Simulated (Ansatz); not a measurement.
A nudged elastic band was laid between two geometries of a periodic cell of 63 atoms, Si62P (host Si, host structure diamond, dopant P, one Si atom removed), cell charge -1.

The calculation used DFT PBE-D3(BJ), scalar-relativistic, plane waves, PAW (Ansatz 0.2.0). Settings: PAW set soft_1, cutoff 420 eV, k mesh 1x1x1, fermi-dirac smearing 0.05 eV, no spin polarisation.

```
movable images  : 5
climbing image  : yes
spring          : 10.0 eV/Å²
optimiser       : quadratic models (default)
start path      : IDPP
force threshold : 0.03 eV/Å
iteration limit : 80
end points      : relaxed
```

Image 0:

```xyz
63
Lattice="10.8600 0.0000 0.0000 0.0000 10.8600 0.0000 0.0000 0.0000 10.8600" Properties=species:S:1:pos:R:3
Si 5.459 -0.001 -0.006
Si 6.811 1.342 1.371
Si 8.155 2.695 -0.006
Si 9.519 4.061 1.358
Si 8.163 -0.008 2.732
Si 9.494 1.367 4.100
Si 0.031 -0.008 0.000
Si 1.402 1.366 1.328
Si 2.790 2.715 -0.073
Si 4.085 4.069 1.342
Si 5.438 5.370 -0.069
Si 6.790 6.753 1.330
Si 8.164 8.121 0.000
Si 9.524 9.491 1.362
Si 2.741 0.023 2.715
Si 4.090 1.401 4.095
Si 5.440 2.715 2.699
Si 6.754 4.065 4.096
Si 8.132 5.413 2.715
Si 9.490 6.795 4.057
Si 5.438 0.061 5.482
Si 6.735 1.414 6.949
Si 8.091 2.715 5.484
Si 9.501 4.068 6.785
Si 8.154 0.000 8.158
Si 9.531 1.344 9.509
Si 0.017 5.411 -0.031
Si 1.359 6.795 1.326
Si 2.742 8.138 -0.030
Si 4.093 9.494 1.359
Si 0.015 2.708 2.711
Si 1.353 4.099 4.051
Si 2.713 5.442 2.680
Si 4.057 6.802 4.050
Si 5.448 8.140 2.711
Si 6.789 9.521 4.099
Si 0.017 0.023 5.442
Si 1.399 1.401 6.788
Si 2.738 2.812 5.435
P 4.110 4.045 6.808
Si 5.344 5.418 5.435
Si 6.754 6.757 6.787
Si 8.133 8.138 5.440
Si 9.519 9.496 6.793
Si 2.789 0.066 8.138
Si 4.264 1.423 9.430
Si 6.732 3.901 9.437
Si 8.090 5.368 8.138
Si 9.494 6.753 9.485
Si 0.013 8.143 2.710
Si 1.360 9.526 4.058
Si -0.019 5.440 5.412
Si 1.353 6.801 6.753
Si 2.714 8.172 5.411
Si 4.085 9.511 6.784
Si 0.002 2.715 8.138
Si 1.399 4.064 9.452
Si 2.737 5.418 8.042
Si 4.090 6.757 9.452
Si 5.440 8.153 8.138
Si 6.811 9.481 9.510
Si 0.015 8.142 8.144
Si 1.402 9.524 9.486
```

Image 6:

Only the atoms that move by more than 0.05 Å are listed.
```
Si9 2.758 2.720 -0.029
Si22 6.774 1.371 6.885
Si39 2.771 2.879 5.486
P40 5.396 2.749 8.111
Si41 5.266 5.374 5.486
Si46 4.170 1.371 9.489
Si47 6.774 3.975 9.489
Si58 2.771 5.374 7.981
```

(1) Which bonds break or form, and what moves?

(2) What energy profile does the band end with?

(3) What is the geometry of the highest image?

## Answers

(1) Contacts lost: Si39–P40, P40–Si41, P40–Si58. Contacts made: Si22–P40, P40–Si46, P40–Si47. The atom that moves furthest is P40, by 2.24 Å; four of its nearest neighbours are Si39 2.30, Si58 2.30, Si41 2.30, Si46 3.71 Å at the first end and Si22 2.30, Si46 2.30, Si47 2.30, Si41 3.72 Å at the last.

(2) It converged. The highest image is number 3 of 0 to 6, 0.97 eV above the ends, which have the same energy within 2 meV. By the program's own check the climbing image is a first-order saddle point (lowest curvatures found: -4.41 and 0.74 eV/Å²). Limits of this set-up: coarse k mesh, no spin, though dangling bonds at a vacancy may carry it, charged cell in a uniform background, uncorrected.

```csv
image,path coordinate (Å),energy (eV),Si39–P40 (Å),P40–Si41 (Å),P40–Si58 (Å)
0,0.00,0.00,2.30,2.30,2.30
1,0.72,0.29,2.31,2.32,2.46
2,1.43,0.59,2.33,2.34,3.09
3,2.15,0.97,2.39,2.86,3.29
4,2.85,0.60,2.51,3.45,3.48
5,3.54,0.29,3.25,3.60,3.61
6,4.24,0.00,3.72,3.72,3.72
```

(3) 
```xyz
63
Lattice="10.8600 0.0000 0.0000 0.0000 10.8600 0.0000 0.0000 0.0000 10.8600" Properties=species:S:1:pos:R:3:forces:R:3
Si 5.428 0.071 -0.048 0.00 0.00 0.00
Si 6.809 1.369 1.347 0.00 0.00 0.00
Si 8.227 2.755 0.074 0.00 0.00 0.00
Si 9.584 4.103 1.453 0.00 0.00 0.00
Si 8.155 -0.004 2.705 0.00 0.00 0.00
Si 9.527 1.354 4.062 0.00 0.00 0.00
Si -0.017 0.023 -0.031 0.00 0.00 0.00
Si 1.330 1.416 1.309 0.00 0.00 0.00
Si 2.744 2.767 -0.053 0.00 0.00 0.00
Si 4.084 4.088 1.359 0.00 0.00 0.00
Si 5.450 5.394 -0.046 0.00 0.00 0.00
Si 6.750 6.809 1.312 0.00 0.00 0.00
Si 8.143 8.171 -0.025 0.00 0.00 0.00
Si 9.511 9.505 1.349 0.00 0.00 0.00
Si 2.650 0.010 2.636 0.00 0.00 0.00
Si 4.080 1.269 3.994 0.00 0.00 0.00
Si 5.437 2.706 2.706 0.00 0.00 0.00
Si 6.783 4.074 4.074 0.00 0.00 0.00
Si 8.127 5.489 2.698 0.00 0.00 0.00
Si 9.530 6.760 4.092 0.00 0.00 0.00
Si 5.433 -0.075 5.339 0.00 0.00 0.00
Si 6.517 1.523 6.641 0.00 0.00 0.00
Si 8.144 2.717 5.402 0.00 0.00 0.00
Si 9.491 4.064 6.791 0.00 0.00 0.00
Si 7.948 0.211 8.104 0.00 0.00 0.00
Si 9.471 1.394 9.481 0.00 0.00 0.00
Si 0.029 5.433 -0.015 0.00 0.00 0.00
Si 1.369 6.765 1.381 0.00 0.00 0.00
Si 2.762 8.102 0.018 -0.01 0.00 0.00
Si 4.075 9.521 1.346 0.00 0.00 0.00
Si 0.121 2.766 2.834 0.00 0.00 0.00
Si 1.566 4.036 4.281 0.00 0.00 0.00
Si 2.733 5.413 2.761 0.00 0.00 0.00
Si 4.084 6.742 4.142 0.00 0.00 0.00
Si 5.438 8.137 2.732 0.00 0.00 0.00
Si 6.864 9.428 4.079 0.00 0.00 0.00
Si -0.014 -0.007 5.423 0.00 0.00 0.00
Si 1.368 1.333 6.787 0.00 0.00 0.00
Si 2.995 2.571 5.593 0.01 0.00 0.01
P 4.757 3.060 7.133 0.00 -0.01 -0.01
Si 5.415 5.329 5.526 0.00 0.00 0.00
Si 6.768 6.739 6.835 0.00 0.00 0.00
Si 8.183 8.100 5.484 0.00 0.00 0.00
Si 9.392 9.624 6.835 0.00 0.00 0.00
Si 2.730 0.004 8.143 0.00 0.00 0.00
Si 4.096 1.455 9.399 0.00 0.01 -0.01
Si 6.798 3.962 9.552 -0.01 -0.01 -0.01
Si 8.113 5.367 8.190 0.00 0.00 0.00
Si 9.484 6.776 9.502 0.00 0.00 0.00
Si 0.002 8.140 2.714 0.00 0.00 0.00
Si 1.358 9.497 4.065 0.00 0.00 0.00
Si 0.042 5.412 5.463 0.00 0.00 0.00
Si 1.284 6.865 6.826 0.00 0.00 0.00
Si 2.702 8.138 5.438 0.00 0.00 0.00
Si 4.075 9.496 6.775 0.00 0.00 0.00
Si 0.021 2.723 8.133 0.00 0.00 0.00
Si 1.401 4.123 9.434 0.00 0.00 0.00
Si 2.720 5.480 8.023 0.00 0.00 0.00
Si 4.060 6.744 9.462 0.00 0.00 0.00
Si 5.429 8.150 8.158 0.00 0.00 0.00
Si 6.780 9.552 9.482 0.00 0.00 0.00
Si -0.071 8.246 8.173 0.00 0.00 0.00
Si 1.386 9.490 9.560 0.00 0.00 0.00
```

Run time: 8.7 min on 4 threads of Arm Neoverse V2, with other jobs on the host, peak memory 3.7 GiB.
